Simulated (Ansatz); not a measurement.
Crystal: NiMoIrPdW.

```xyz
5
Lattice="4.1467 0.0000 0.0000 -2.0734 3.5911 0.0000 0.0000 0.0000 5.4163" Properties=species:S:1:pos:R:3 pbc="T T T"
Ni    0.0000    0.0000    0.1203
Mo    2.0734    1.1970    2.4913
Pd    0.0000    2.3941    4.0406
Ir    0.0000    2.3941    1.3888
W     2.0734    1.1970    5.4155
```

The cell was built by a generator and needn't be a form met in nature.

Base run:

* Program: Ansatz 0.2.0
* Functional: PBE
* Potentials or basis: all-electron LAPW, scalar-relativistic
* Cutoff: 343 eV (chosen from the basis error)
* Basis error allowed: 0.002 eV/atom
* k mesh: 5 × 5 × 4
* Occupations: fermi-dirac, width 0.05 eV
* Spin: collinear spin, ferromagnetic start
* Starting moments: [1.0, 1.0, 0.0, 0.6, 0.0] μB

Its results: pressure 0.1 GPa; net moment 0.00 μB per cell; largest force 0.119 eV/Å.

**Question.** The run is repeated on the same cell with these changes: functional from PBE to BLYP. What comes out?

**Answer.** Pressure 9.7 GPa; net moment 0.00 μB per cell; largest force 0.355 eV/Å.

BLYP binds less tightly than PBE, so the same cell stands under more pressure.

Caveats: the k mesh is thin for a metal, which can move the energy by tens of meV per atom; the starting moments weren't kept.
